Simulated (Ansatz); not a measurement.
**C₄H₆Ge: small, medium and large basis sets**

Aim: see how fast density functionals converge with the basis set for C₄H₆Ge.

Computed with Ansatz 0.2.0, Gaussian basis. Level: one geometry, several basis sets.

Levels to be run: PBE0-D4/def2-SVP; ωB97M-V/def2-SVP; PBE0-D4/def2-QZVPP; ωB97M-V/def2-QZVPP; the functionals' def2-TZVPP values are taken from earlier runs.

## Step 1: Structure used throughout

An earlier PBE0-D4 in a triple-zeta def2 set relaxation fixed the geometry.

SMILES `C1=[CH][GeH2][CH]=C1`, 11 atoms, charge 0, spin multiplicity 1.

Atoms are counted from 1 here; the program's logs count them from 0.

Bond lengths: C1–C2 1.339 Å, C1–C5 1.476 Å, C1–H6 1.087 Å, C2–Ge3 1.943 Å, C2–H7 1.082 Å, Ge3–C4 1.943 Å, Ge3–H8 1.538 Å, Ge3–H9 1.538 Å, C4–C5 1.339 Å, C4–H10 1.082 Å, C5–H11 1.087 Å. Angles: C2–C1–C5 118.1°, C2–C1–H6 122.8°, C5–C1–H6 119.1°, C1–C2–Ge3 107.1°, C1–C2–H7 123.0°, Ge3–C2–H7 129.9°, C2–Ge3–C4 89.5°, C2–Ge3–H8 114.3°, C2–Ge3–H9 114.3°, C4–Ge3–H8 114.3°, C4–Ge3–H9 114.3°, H8–Ge3–H9 109.0°, Ge3–C4–C5 107.1°, Ge3–C4–H10 129.9°, C5–C4–H10 123.0°, C1–C5–C4 118.1°, C1–C5–H11 119.1°, C4–C5–H11 122.8°.

## Step 2: PBE0-D4 in def2-SVP

Input file in.yaml:

```yaml
crystal:
  periodic: [false, false, false]
  atoms:
    - {symbol: C, position_ang: [-1.236018, 0.071639, -0.529449]}
    - {symbol: C, position_ang: [-1.063635, -0.599050, 0.616346]}
    - {symbol: Ge, position_ang: [0.824220, -0.493648, 1.062987]}
    - {symbol: C, position_ang: [1.129413, 0.556334, -0.542935]}
    - {symbol: C, position_ang: [-0.053442, 0.694681, -1.154571]}
    - {symbol: H, position_ang: [-2.204569, 0.174249, -1.012543]}
    - {symbol: H, position_ang: [-1.874354, -1.085606, 1.142018]}
    - {symbol: H, position_ang: [1.548283, -1.850344, 1.080392]}
    - {symbol: H, position_ang: [1.124696, 0.251576, 2.374320]}
    - {symbol: H, position_ang: [2.046355, 0.979661, -0.930680]}
    - {symbol: H, position_ang: [-0.175347, 1.243408, -2.085183]}
basis:
  gaussian: {orbitals: def2-SVP}
hamiltonian: {xc: pbe0, dispersion: d4}
output: {orbitals: {seedname: orbitals}}
```

Further steps of the session: ωB97M-V in def2-SVP; PBE0-D4 in def2-QZVPP; ωB97M-V in def2-QZVPP.

Q: Predict the results of all the runs planned. Wanted: PBE0-D4: double and triple zeta above quadruple; ωB97M-V: double and triple zeta above quadruple.

As calculated:

| quantity | value |
| --- | --- |
| PBE0-D4: double and triple zeta above quadruple | 13.11, 1.44 eV |
| ωB97M-V: double and triple zeta above quadruple | 13.26, 1.40 eV |

In words: PBE0-D4 gains 11.67 eV from double to triple zeta, then 1.44 eV more. These are total energies; as a rule much of such shifts cancels in differences, which this series doesn't test.
